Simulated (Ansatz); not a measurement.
# CH4GeN2: the cost of one run

Program: Ansatz 0.2.0, Gaussian basis. Level of theory: the settings change from run to run. These are calculated values, not measurements.

### Step 1. The geometry

The geometry comes from an earlier relaxation with PBE0-D4 in a triple-zeta def2 set; it is a stationary point, not always the lowest conformer.

8 atoms, charge 0, spin multiplicity 1.

Atoms are counted from 1 here; the program's logs count them from 0.

Bond lengths: N1–Ge2 1.814 Å, N1–H5 1.007 Å, N1–H6 1.007 Å, Ge2–H7 1.593 Å, C3–N4 1.147 Å, C3–H8 1.069 Å. Angles: Ge2–N1–H5 122.1°, Ge2–N1–H6 125.2°, H5–N1–H6 112.6°, N1–Ge2–H7 93.7°, N4–C3–H8 179.1°.

Geometry (Å):

```
N    -0.7688    1.4720   -0.6998
Ge    0.4959    0.2305   -1.0851
C     0.3508   -2.1554    1.0294
N     0.6304   -1.3540    1.8015
H    -1.7249    1.3724   -0.9997
H    -0.6287    2.2818   -0.1179
H     1.6465    1.0095   -0.3067
H     0.0911   -2.9140    0.3224
```

### Step 2. CCSD(T)/def2-mTZVPP

This run has a point charge of 1.00 e beside it.

Contents of in.yaml:

```yaml
crystal:
  periodic: [false, false, false]
  atoms:
    - {symbol: N, position_ang: [-0.768822, 1.471969, -0.699803]}
    - {symbol: Ge, position_ang: [0.495852, 0.230497, -1.085135]}
    - {symbol: C, position_ang: [0.350784, -2.155401, 1.029402]}
    - {symbol: N, position_ang: [0.630369, -1.354034, 1.801546]}
    - {symbol: H, position_ang: [-1.724893, 1.372424, -0.999708]}
    - {symbol: H, position_ang: [-0.628737, 2.281826, -0.117903]}
    - {symbol: H, position_ang: [1.646501, 1.009518, -0.306653]}
    - {symbol: H, position_ang: [0.091144, -2.913999, 0.322354]}
basis:
  gaussian: {orbitals: def2-mTZVPP, point_charges: [{charge: 1.00, position_ang: [6.025, 0.827, 0.241]}]}
hamiltonian: {xc: {name: HF}}
correlation: {method: ccsd_t}
```

On the command line:

```
ansatz run in.yaml --threads 2 --pin off --events-out ev --progress --plain --max-ram 4352MiB
```

**Question.** How long does this run take on 2 threads of Arm Neoverse V2, shared host, and how much memory does it need?

About 19 s, with a peak of 0.68 GiB.
